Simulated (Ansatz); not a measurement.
# CH₄B₂O (SMILES B1BOC1): functionals against CCSD(T) at one geometry

The task here is to estimate one member of a computed series from the others.

Computed with Ansatz 0.2.0, Gaussian basis. Level: single points in def2-TZVPP.

Cores are frozen in the correlated methods.

### Starting geometry

SMILES `B1BOC1`, 8 atoms, charge 0, spin multiplicity 1.

Atoms are counted from 1 here; the program's logs count them from 0.

Bond lengths: B1–B2 1.646 Å, B1–C4 1.619 Å, B1–H5 1.250 Å, B2–O3 1.445 Å, B2–H6 1.215 Å, O3–C4 1.507 Å, C4–H7 1.133 Å, C4–H8 1.132 Å. Angles: B2–B1–C4 90.8°, B2–B1–H5 128.3°, C4–B1–H5 120.3°, B1–B2–O3 74.0°, B1–B2–H6 156.8°, O3–B2–H6 121.5°, B2–O3–C4 103.9°, B1–C4–O3 73.3°, B1–C4–H7 121.5°, B1–C4–H8 123.5°, O3–C4–H7 110.1°, O3–C4–H8 110.0°, H7–C4–H8 110.2°.

As a file:

```xyz
8
CH4B2O
B    -0.28400    0.76010   -0.51790
B     0.88350    0.79410    0.64220
O     0.13760   -0.42280    0.86460
C    -0.26540   -0.85920   -0.52090
H    -1.37070    1.37790   -0.54110
H     1.58120    1.27840    1.51040
H    -1.22360   -1.46220   -0.47530
H     0.56180   -1.47380   -0.99020
```

Set-up of the first run:

The input, run/in.yaml:

```yaml
crystal:
  periodic: [false, false, false]
  atoms:
    - {symbol: B, position_ang: [-0.284000, 0.760100, -0.517900]}
    - {symbol: B, position_ang: [0.883500, 0.794100, 0.642200]}
    - {symbol: O, position_ang: [0.137600, -0.422800, 0.864600]}
    - {symbol: C, position_ang: [-0.265400, -0.859200, -0.520900]}
    - {symbol: H, position_ang: [-1.370700, 1.377900, -0.541100]}
    - {symbol: H, position_ang: [1.581200, 1.278400, 1.510400]}
    - {symbol: H, position_ang: [-1.223600, -1.462200, -0.475300]}
    - {symbol: H, position_ang: [0.561800, -1.473800, -0.990200]}
basis:
  gaussian: {orbitals: def2-TZVPP}
correlation: {method: ccsd_t}
output: {forces: true}
```

The command line of these runs was not kept.

Steps of the session up to this table: CCSD(T)/def2-TZVPP; PBE0-D4/def2-TZVPP; wB97M-V/def2-TZVPP; r2SCAN-D4/def2-TZVPP; PBE-D4/def2-TZVPP; BLYP-D4/def2-TZVPP; revPBE-D4/def2-TZVPP.

One of the session's tables, all rows but one given; the rest of the session is left out.

```
   method  RMS force component (eV/Å)  angle to CCSD(T) forces (°)  dipole (D)
  CCSD(T)                       0.615                    reference        1.10
  PBE0-D4                       0.623                         20.6        1.09
  wB97M-V                       0.654                         14.0        1.11
r2SCAN-D4                       0.585                         11.2        1.11
   PBE-D4                           ?                            ?           ?
  BLYP-D4                       0.556                         13.8        1.10
revPBE-D4                       0.485                         12.1        1.10
```

Q: Estimate the row for PBE-D4 from the others.

The run gave: RMS force component (eV/Å): 0.488; angle to CCSD(T) forces (°): 11.1; dipole (D): 1.11. In the column «RMS force component (eV/Å)» it lies between revPBE-D4 (0.485) and BLYP-D4 (0.556).
